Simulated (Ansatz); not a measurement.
# TaRu: stress in a strained cell, part 2 of 2

Aim: deform TaRu (equal xx and yy strain of -1 %) and compute stress, forces and field gradients with LAPW, PAW and all-electron datasets made for the crystal.

Ansatz 0.2.0; DFT LDA; a database cell (COD). «Crystal datasets» are all-electron PAW datasets made for this crystal. Earlier steps stand in the parts before.

**5. Datasets made for this crystal**

input.yaml reads:

```yaml
crystal:
  lattice:
    - [3.02247, 0.0, 0.0]
    - [0.0, 3.02247, 0.0]
    - [0.0, 0.0, 3.389]
  atoms:
    - { symbol: Ta, position: [0.5, 0.5, 0.5] }
    - { symbol: Ru, position: [0.0, 0.0, 0.0] }
kpoints:
  mp_grid: { grid: [11, 11, 10] }
scf:
  occupations: { method: fermi_dirac, width: 0.05 }
hamiltonian:
  xc: lda
  pseudopotentials: { kind: all_electron, datasets: crystal }
output:
  forces: true
  stress: true
  eigenvalues: true
  efg: { contact_densities: true }
```

Started as:

```
$ ansatz run input.yaml --threads 1 --pin off --max-ram 3072MiB --backend cpu --events-out ev --progress --plain --runs-dir out
```

Output:

```text
hamiltonian.pseudopotentials.datasets: crystal makes datasets for this crystal and solves the spheres of its atoms anew in each pass: cutoff 260.0 eV, the density's 1040.0 eV; for an error of 0.50 meV an atom under PBE, 1.0 meV for the cell; an energy difference from a run of another recipe may be off by several times the error for the cell, under r2SCAN by more, where some 0.1 meV an atom stays at smaller errors; Ru in spheres of 1.371 Å, 16 of its electrons in bands; Ta in spheres of 1.355 Å, 13 of its electrons in bands, 14 on its site; only band paths and densities of states list, in semicore columns, the levels of the semicore shells that are solved separately: 4f of Ta
band count auto-derived: 21 (N_el = 29.0; filled up to band 15; 19 by the electrons, moments and atoms)
Ru, Ta: output.efg is read without spin–orbit coupling, which moves field gradients at and beside such atoms by some per cent and up to a factor of two; PAW files take it under magnetization.noncollinear and magnetization.spin_orbit
Engine: ansatz 0.2.0
Pseudopotentials: kind: all_electron
Pseudopotential: Ta, paw, valence charge 27, recommended cutoff 260 eV (normal), Koelling and Harmon's equation, gaussian nucleus
Pseudopotential: Ru, paw, valence charge 16, recommended cutoff 260 eV (normal), Koelling and Harmon's equation, gaussian nucleus
Functional definition: SPW92
  exchange = slater_x
  correlation = pw_c
Crystal: 2 atoms, lattice volume = 30.960 Å³
Basis set: ecut = 260 eV, 277 PW (Γ)
Bands: 21, of which v1, the nominal top of the filled ones, is band 15 counted from 1 (14 counted from 0)
Symmetry: 16 space group operations
Space group: P4/mmm (ITA 123), of the structure as read, at distance tolerance 3.1e-5 Å
k-points: 126 of 1210
Non-local potential: Ta, projectors of the file, l = 0: 2, l = 1: 2, l = 2: 2
Non-local potential: Ru, projectors of the file, l = 0: 2, l = 1: 2, l = 2: 2
PAW form: soft (Blöchl's): semilocal exchange-correlation on the pseudo side does not see the compensation charge
PAW one-centre angular grid: Ta, 590 points (default); XC on its mesh's 1819 points in the sphere
PAW one-centre angular grid: Ru, 590 points (default); XC on its mesh's 1879 points in the sphere
Initial density: superposition of atomic densities (neutral atoms: chi_scale 0, normalization atom)
Initial wavefunctions: pseudopotential atomic-orbital guess
Functional: x = slater, c = lda
iter 1 solved again at ethr=1.35e-2 eV; its pass at ethr=1.00e-1 eV (dr2=3.92e0 eV) is discarded
SCF iter   1: F=—  HF=-547496.610786 eV  |F-HF|=—  |Δ(HF+E_count)|=         —  Δρ=1.14e-1  dr2=4.01e0  ethr=1.35e-2  ⟨swp⟩=2.1  Hψ=13103  notcnv=0
preconditioner: auto → none  [metal: Δε(μ)=0.004 eV  Ē_g=8.083 eV  σ=0.050 eV  W_gap=0.02  n_scr=6 (ndim 8)  ℏωp=24.1 eV  f_vac=0.000  D(μ)=2.13/eV (n_scr^D=26)  sad-step TF]
SCF iter   2: F=—  HF=-547495.699464 eV  |F-HF|=—  |Δ(HF+E_count)|=   9.11e-1  Δρ=6.23e-2  dr2=1.42e0  ethr=1.35e-2  ⟨swp⟩=2.0  Hψ=5292  notcnv=0
SCF iter   3: F=—  HF=-547496.365865 eV  |F-HF|=—  |Δ(HF+E_count)|=   6.66e-1  Δρ=1.49e-1  dr2=1.25e1  ethr=4.91e-3  ⟨swp⟩=3.7  Hψ=7403  notcnv=0  defer=1  recentre
SCF iter   4: F=—  HF=-547495.061504 eV  |F-HF|=—  |Δ(HF+E_count)|=    1.30e0  Δρ=2.32e-2  dr2=2.52e-1  ethr=4.91e-3  ⟨swp⟩=3.1  Hψ=6781  notcnv=0
iter 5 solved again at ethr=4.20e-5 eV; its pass at ethr=8.68e-4 eV (dr2=1.22e-2 eV) is discarded
SCF iter   5: F=—  HF=-547495.116231 eV  |F-HF|=—  |Δ(HF+E_count)|=   5.47e-2  Δρ=5.99e-3  dr2=1.22e-2  ethr=4.20e-5  ⟨swp⟩=2.1  Hψ=11130  notcnv=0  defer=5
SCF iter   6: F=—  HF=-547495.120475 eV  |F-HF|=—  |Δ(HF+E_count)|=   4.24e-3  Δρ=2.78e-3  dr2=3.41e-3  ethr=4.19e-5  ⟨swp⟩=2.0  Hψ=4568  notcnv=0  defer=3
SCF iter   7: F=—  HF=-547495.121776 eV  |F-HF|=—  |Δ(HF+E_count)|=   1.30e-3  Δρ=2.99e-4  dr2=1.32e-5  ethr=1.18e-5  ⟨swp⟩=2.0  Hψ=5575  notcnv=0  defer=3
SCF iter   8: F=—  HF=-547495.121785 eV  |F-HF|=—  |Δ(HF+E_count)|=   9.18e-6  Δρ=1.14e-4  dr2=2.71e-6  ethr=4.57e-8  ⟨swp⟩=3.1  Hψ=5360  notcnv=0  defer=1
SCF iter   9: F=—  HF=-547495.121785 eV  |F-HF|=—  |Δ(HF+E_count)|=   6.42e-7  Δρ=2.74e-5  dr2=2.80e-7  ethr=9.34e-9  ⟨swp⟩=2.1  Hψ=4556  notcnv=0  defer=1
SCF iter  10: F=-547495.121785 eV  HF=-547495.121785 eV  |F-HF|=5.12e-9  |Δ(HF+E_count)|=   3.75e-8  Δρ=3.65e-6  dr2=6.06e-9  ethr=9.66e-10  ⟨swp⟩=2.8  Hψ=4681  notcnv=0
SCF 1 converged in 10 iterations: F = -547495.121785 eV  dr2 = 6.06e-9
  Residual-converged pass: ⟨swp⟩=3.0  Hψ=5454  notcnv=0  max |occ|·‖R‖ = 5.2e-6 eV (tolerance 5.3e-6 eV)  dr2=6.15e-9  dr2_onsite=2.13e-9  max |Δocc| = 4.5e-9
SCF converged after 10 iterations
Free energy (F): -547495.121785 eV
Harris-Foulkes:  -547495.121785 eV  (|F-HF|=5.12e-9)
Internal energy: -547495.102814 eV  (E = F + TS)
E sigma→0 (E₀):  -547495.112300 eV
Entropy (-TS):   -0.018972 eV (-9.486 meV/atom)
Past the cutoff: the bands carry plane waves up to 1.75 times it, of which those up to 1.5 times it add -0.000532 eV an atom, each by itself; the spheres take 0.000338 eV an atom off the energy for waves past 1.75 times it
By the cutoff:   a pressure is off by up to 0.008 GPa (1.2 times the spheres' own share and the shells' term, over an atom's volume, and 0.004 GPa: a bound that held against runs at twice the plane waves)
Past the cutoffs: a stress includes 0.0011 GPa for waves and charges beyond them, in addition to the slope of what the spheres take
In the spheres:  the bands' charges fall short by 1.1e-6 e at most (sound up to 1e-3), those of shells solved beside the bands by 3.2e-7 e (sound up to 5e-4)
Fermi energy:    26.137628 eV
--- Per-component energies (eV) ---
  The terms above E_closure are by the made datasets' own strengths, without shells solved beside the bands.
--- Forces (eV/Å), atoms counted from 1 ---
  atom   1  Ta    -0.00000000    -0.00000000    -0.00000000
  atom   2  Ru    -0.00000000     0.00000000     0.00000000
  max |Σ_I F_I| component: 3.98e-29 eV/Å
--- Stress (GPa, compression-positive) ---
       -5.236983      -0.000000       0.000000
       -0.000000      -5.236983      -0.000000
        0.000000      -0.000000      -5.058508
  P = ⅓ Tr σ = -5.1775 GPa (-51.775 kbar)
  It holds what live shells' own plane waves past their cutoff add
--- PAW observables at the nuclei: V_zz in 10²¹ V/m², potentials from the cell's mean, atoms counted from 1 ---
  atom   1  Ta V_zz =    +1.551216   η = 0.0000   by run symmetry: allowed
            electrostatic potential = -14496.235997 V   contact ρ = 8119658.361777 e/Å³
  atom   2  Ru V_zz =    +2.434114   η = 0.0000   by run symmetry: allowed
            electrostatic potential = -6802.342750 V   contact ρ = 716508.805711 e/Å³
--- Band table (eV; the first three rows and the last of 126) ---
  k-point 0: bands = ["-46.5976", "-42.1355", "-16.6749", "-16.6123", "-16.6123", "-8.5786", "-8.4190", "-8.4190", "17.4265", "20.1623", "20.4086", "23.7504", "23.7504", "24.7105", "26.5269", "28.0185", "30.5950", "30.7333", "30.7333"]
  k-point 1: bands = ["-46.5970", "-42.1355", "-16.6778", "-16.6110", "-16.6110", "-8.5987", "-8.4204", "-8.4204", "17.6225", "20.2977", "20.5052", "23.7856", "23.7856", "24.7642", "26.2938", "27.9798", "30.1953", "30.1953", "30.4790"]
  k-point 2: bands = ["-46.5956", "-42.1355", "-16.6855", "-16.6078", "-16.6078", "-8.6510", "-8.4240", "-8.4240", "18.1850", "20.6617", "20.7899", "23.8936", "23.8936", "24.9135", "25.6739", "27.7948", "29.1291", "29.1291", "30.1708"]
  k-point 125: bands = ["-46.5652", "-42.0851", "-16.7601", "-16.7590", "-16.6765", "-8.8650", "-8.8627", "-8.6826", "22.2576", "22.5128", "22.7464", "23.0850", "23.5196", "23.5442", "25.7815", "26.5952", "29.8268", "31.2017", "34.0474"]
```

Run time: 44 s. Hardware: 1 thread of Arm Neoverse V1, shared host; peak memory 1 GiB.

This run gives: pressure -5.18 GPa; no gap; Vzz Ta1 1.55 (η = 0.00), Ru2 2.43 (η = 0.00) (10²¹ V/m²).

**6. Stress and forces compared**

Stress (GPa, compression positive):

| method | xx | yy | zz | yz | xz | xy |
| --- | --- | --- | --- | --- | --- | --- |
| LAPW | -5.24 | -5.24 | -5.06 | 0.00 | 0.00 | 0.00 |
| PAW | -5.34 | -5.34 | -5.21 | 0.00 | 0.00 | 0.00 |
| crystal datasets | -5.24 | -5.24 | -5.06 | 0.00 | 0.00 | 0.00 |

| method | pressure (GPa) | Vzz Ta1 (10²¹ V/m²) | Vzz Ru2 (10²¹ V/m²) | SCF cycles, all passes |
| --- | --- | --- | --- | --- |
| LAPW | -5.18 | – | – | 12 |
| PAW | -5.29 | 1.61 | 2.33 | 6 |
| crystal datasets | -5.18 | 1.55 | 2.43 | 10 |

**7. Results**

What follows sums up all 2 parts.

| quantity | value |
| --- | --- |
| pressure | LAPW -5.18, PAW -5.29, crystal datasets -5.18 GPa |
| largest shear or deviatoric stress (LAPW) | 0.12 GPa |

In words: The largest part of the stress beyond the pressure is 0.12 GPa in size, in the zz component; the atoms are carried along and not relaxed. No run of the undeformed cell stands beside it, so the pressure holds what the given cell had before the change. PAW: stress within 0.15 GPa of LAPW. Crystal datasets: stress within 0.01 GPa of LAPW. Spin-orbit coupling is left out, though the cell holds Ta; in elements this heavy it can shift bands and gaps by tenths of an eV.
